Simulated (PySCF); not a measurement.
# AsB2H5: the cost of one run

Computed with PySCF 2.14.0 and routines of our own; the level stands in each step. Atoms count from 0.

### Step 1. The system as given

8 atoms, charge 0, multiplicity 1; geometry from: GFN2-xTB.

### Step 2. Optimising the geometry at PBE0-D3(BJ)/def2-SVP

What the job is given:

```
{"job": {"xc": "PBE0", "basis": "def2-SVP", "d3": "d3bj", "grid": 1, "maxiter": 30, "shake": 0.01, "kind": "geom"}, "charge": 0, "multiplicity": 1}
B     -1.205120     0.320760    -0.471770
B     -0.260240    -0.773860     0.114550
As     1.688380    -0.266330     0.083290
H     -1.351630     0.498490    -1.636270
H     -1.729430     1.170710     0.178930
H     -0.460380    -1.844600     0.530160
H      1.534290     1.226330     0.192570
H      1.839260    -0.350650     1.586860
```

Started as:

```console
> OMP_NUM_THREADS=1 python heavy_run.py task.json out
```

One launch serves the whole session: the jobs run in the order shown.

**Question.** How long does this first job take on 1 thread of Arm Neoverse V2, shared host, and how much memory does it need?

About 17 s, with a peak of 0.36 GiB.
